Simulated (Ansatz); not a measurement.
Cu, space group I4/mmm, a projected density of states

Program: Ansatz 0.2.0 through its Python package.

`cu_pdos.py`:
```python
'''Projected density of states of Cu.'''

import ansatz as az
import numpy as np


def main() -> None:
    lattice = az.Lattice.of(
        [-1.442793, 1.442793, 1.376081],
        [1.442793, -1.442793, 1.376081],
        [1.442793, 1.442793, -1.376081],
    )
    sites = [
        ('Cu', [0.0, 0.0, 0.0]),
    ]
    cell = az.Crystal(lattice=lattice)
    for symbol, position in sites:
        cell = cell.atom(symbol, position)

    calculation = (
        cell.calculation()
        .occupations(az.OccupationsMethod.GAUSSIAN)
        .functional('r2SCAN')
        .kpoints(15, 15, 15)
        .scf(extra_bands=8)
        .density_of_states(projected=True, energy_step=0.1)
    )
    planned = calculation.session().plan(threads=1)
    facts = planned.describe()
    print('plan:', facts['n_bands'], 'bands,', len(facts['kpoints_frac']), 'k-points, plane waves', facts['n_pw_range'], 'grid', facts['fft_dense'])
    result = planned.execute()
    summary = result.report

    dos = result.density_of_states()
    energy = np.asarray(dos.energies_ev) - dos.fermi_ev
    curves = {}
    for site in result.projected_density_of_states().sites:
        for shell in site.shells:
            weight = sum(np.sum(curve.g_bin_mean_per_ev, axis=0) for curve in shell.curves)
            name = f'{site.species} {shell.label}'
            curves[name] = curves.get(name, 0) + weight

    print('E-EF   ' + ' '.join(f'{name:>8s}' for name in curves))
    for e in np.arange(-6, 6 + 0.1, 0.5):
        print(f'{e:5.1f}  ' + ' '.join(f'{np.interp(e, energy, g):8.3f}' for g in curves.values()))


if __name__ == '__main__':
    main()
```

```console
$ python cu_pdos.py
DeckWarning: basis.ecutwfc = 500 eV, auto-derived from the records' recommended cutoffs: set by Cu (their level for a meta-GGA)
plan: 18 bands, 288 k-points, plane waves [273, 313] grid [18, 18, 18]
E-EF      Cu 3S    Cu 4S    Cu 3P    Cu 3D
 -6.0     0.000    0.177    0.001    0.084
 -5.5     0.000    0.213    0.001    0.247
 -5.0     0.000    0.216    0.001    0.745
 -4.5     0.000    0.106    0.001    1.658
 -4.0     0.000    0.008    0.002    3.460
 -3.5     0.000    0.103    0.002    3.208
 -3.0     0.000    0.055    0.001    1.008
 -2.5     0.000    0.025    0.001    3.161
 -2.0     0.000    0.060    0.000    5.181
 -1.5     0.000    0.081    0.000    1.361
 -1.0     0.000    0.103    0.000    0.205
 -0.5     0.000    0.123    0.000    0.151
  0.0     0.000    0.117    0.000    0.107
  0.5     0.000    0.115    0.000    0.082
  1.0     0.000    0.102    0.000    0.057
  1.5     0.000    0.089    0.000    0.042
  2.0     0.000    0.076    0.000    0.031
  2.5     0.000    0.063    0.000    0.021
  3.0     0.000    0.049    0.000    0.015
  3.5     0.000    0.037    0.000    0.010
  4.0     0.000    0.028    0.000    0.007
  4.5     0.000    0.022    0.000    0.003
  5.0     0.000    0.071    0.000    0.008
  5.5     0.001    0.190    0.000    0.019
  6.0     0.001    0.192    0.000    0.018
```
(Warnings from the package without file and line.)

Notes:
- Spin is left out of this run.
- The mesh is modest for a metal, so energies can be off by several to tens of meV an atom and pressures by half a GPa or more; differences at equal mesh fare better.
- This isn't the structure that Cu takes at ambient conditions.
- Curves are summed over the cell's atoms. Only shells that the potentials hold have channels, so projections don't add up to the total, least of all where a shell is missing (p of most metals); heights and places of peaks move with the mesh.
- The density of states is complete only as far up as bands were computed.
- Timing: 6.7 s on 1 thread of Intel(R) Xeon(R) Processor @ 2.30GHz (shared host), peak memory 0.54 GiB.
